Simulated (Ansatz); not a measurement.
# C₂H₁₀NNbO₄: how energies converge with the basis set

How large a basis does C₂H₁₀NNbO₄ need? Two functionals are run in growing sets.

The runs use Ansatz 0.2.0, Gaussian basis; one geometry, several basis sets.

Levels to be run: PBE0-D4/def2-SVP; ωB97M-V/def2-SVP; PBE0-D4/def2-QZVPP; ωB97M-V/def2-QZVPP; the functionals' def2-TZVPP values are taken from earlier runs.

1 further run of the same task is left out (for a known fault of the program).

## 1. Structure used throughout

The geometry comes from an earlier relaxation with PBE0-D4 in a triple-zeta def2 set; it is a stationary point, not always the lowest conformer. Nb takes the def2 core potential; no spin-orbit term is included.

SMILES `C[N](C)[Nb]([OH])([OH])([OH])[OH]`, 18 atoms, charge 0, spin multiplicity 1.

Atoms are counted from 1 here; the program's logs count them from 0.

Bond lengths: C1–N2 1.445 Å, C1–H9 1.099 Å, C1–H10 1.090 Å, C1–H11 1.098 Å, N2–C3 1.444 Å, N2–Nb4 1.955 Å, C3–H12 1.089 Å, C3–H13 1.098 Å, C3–H14 1.098 Å, Nb4–O5 1.907 Å, Nb4–O6 1.960 Å, Nb4–O7 1.947 Å, Nb4–O8 1.904 Å, O5–H15 0.959 Å, O6–H16 0.958 Å, O7–H17 0.955 Å, O8–H18 0.958 Å. Angles: N2–C1–H9 110.9°, N2–C1–H10 111.0°, N2–C1–H11 110.8°, H9–C1–H10 107.8°, H9–C1–H11 107.9°, H10–C1–H11 108.4°, C1–N2–C3 113.2°, C1–N2–Nb4 121.8°, C3–N2–Nb4 125.0°, N2–C3–H12 110.6°, N2–C3–H13 111.1°, N2–C3–H14 110.5°, H12–C3–H13 108.6°, H12–C3–H14 108.1°, H13–C3–H14 107.8°, N2–Nb4–O5 112.7°, N2–Nb4–O6 116.3°, N2–Nb4–O7 96.0° and more.

## 2. PBE0-D4 in def2-SVP

Input file in.yaml:

```yaml
crystal:
  periodic: [false, false, false]
  atoms:
    - {symbol: C, position_ang: [1.598285, 0.202281, -1.177976]}
    - {symbol: N, position_ang: [0.661402, -0.450926, -0.293044]}
    - {symbol: C, position_ang: [1.162457, -1.691908, 0.248630]}
    - {symbol: Nb, position_ang: [-1.072008, 0.343322, 0.138425]}
    - {symbol: O, position_ang: [-2.029776, 0.904933, -1.411707]}
    - {symbol: O, position_ang: [-1.501479, 0.510378, 2.042986]}
    - {symbol: O, position_ang: [-0.426519, 2.173642, 0.289550]}
    - {symbol: O, position_ang: [-1.961136, -1.320105, 0.396225]}
    - {symbol: H, position_ang: [2.539400, 0.424990, -0.656402]}
    - {symbol: H, position_ang: [1.192894, 1.143234, -1.550587]}
    - {symbol: H, position_ang: [1.832295, -0.438146, -2.038222]}
    - {symbol: H, position_ang: [0.401485, -2.181238, 0.854763]}
    - {symbol: H, position_ang: [2.050444, -1.520629, 0.871768]}
    - {symbol: H, position_ang: [1.447178, -2.377675, -0.560272]}
    - {symbol: H, position_ang: [-2.056564, 1.827204, -1.674863]}
    - {symbol: H, position_ang: [-1.416016, 1.382511, 2.430702]}
    - {symbol: H, position_ang: [-0.003799, 2.685844, 0.976375]}
    - {symbol: H, position_ang: [-2.455947, -1.606511, 1.165452]}
basis:
  gaussian: {orbitals: def2-SVP}
hamiltonian: {xc: pbe0, dispersion: d4}
output: {orbitals: {seedname: orbitals}}
```

The run is started by

```
> ansatz run in.yaml --threads 4 --pin off --events-out ev --progress --plain --max-ram 63488MiB --backend cpu
```

The runs that follow: ωB97M-V in def2-SVP; PBE0-D4 in def2-QZVPP; ωB97M-V in def2-QZVPP.

Q: Predict the results of all the runs planned. Wanted: PBE0-D4: double and triple zeta above quadruple; ωB97M-V: double and triple zeta above quadruple.

**Answer**, as computed:

```
                                       quantity           value
PBE0-D4: double and triple zeta above quadruple  15.45, 0.78 eV
ωB97M-V: double and triple zeta above quadruple  15.87, 0.76 eV
```

In words: PBE0-D4 gains 14.67 eV from double to triple zeta, then 0.78 eV more. These are total energies; as a rule much of such shifts cancels in differences, which this series doesn't test.
